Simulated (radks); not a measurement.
**Ru⁴⁺ in [Kr] 4d4: an all-electron calculation**

What are the levels of the ruthenium ion Ru4+, how large are its shells, and how does its energy divide?

Program: radks (a radial shooting solver on a logarithmic mesh, Libxc functionals) version 1. Level of theory: Dirac Kohn-Sham, exchange-only B88, spin-unpolarised, spherical densities, point nucleus; open shells are shared between the two j in proportion to 2j + 1. These are calculated values, not measurements, unless marked.

### 1 What is computed

* element: ruthenium (Z = 44)
* charge: +4
* electrons: 40
* configuration: [Kr] 4d4

Outer shells as boxes (Hund's rule):

Ru⁴⁺
```
[Kr] core
4d [↑ ][↑ ][↑ ][↑ ][  ]
```

### 2 The run

Input:

```text
Z 44
configuration [Kr] 4d4
relativity Dirac
functional b88,
spin unpolarised
j_filling average
nucleus point
c 137.035999084
```

The run is started by

```sh
python run_ks.py task.json out
```

All runs below come from this command, one after another.

**Question.** What will this run give?

As calculated:

```
                        quantity                   value
                    total energy     -4526.35626 hartree
exchange-correlation share of it                  2.88 %
                            −T/E                  1.0411
          highest occupied level       4d5/2, -50.428 eV
    most extended occupied level  4d5/2, <r> = 1.38 bohr
 radius at density 0.001 e/bohr³               3.02 bohr
    maxima of the radial density                       4
         ionisation energy, NIST          59 (theory) eV
```

**Reading.** 4 principal shells are occupied and 4 maxima appear in the radial density. −T/E is 1.041: with relativity the kinetic term as defined here no longer equals −E. Minus the highest eigenvalue, 50.428 eV, is 85 % of the tabulated ionisation energy (59 eV); the potential of a semilocal functional falls off too fast, so its top eigenvalue is too shallow. Spin polarisation and multiplet splitting are left out. Sharing an open shell by 2j + 1 raises it above the true ground level by a part of the spin-orbit splitting, which enters the differences from NIST.
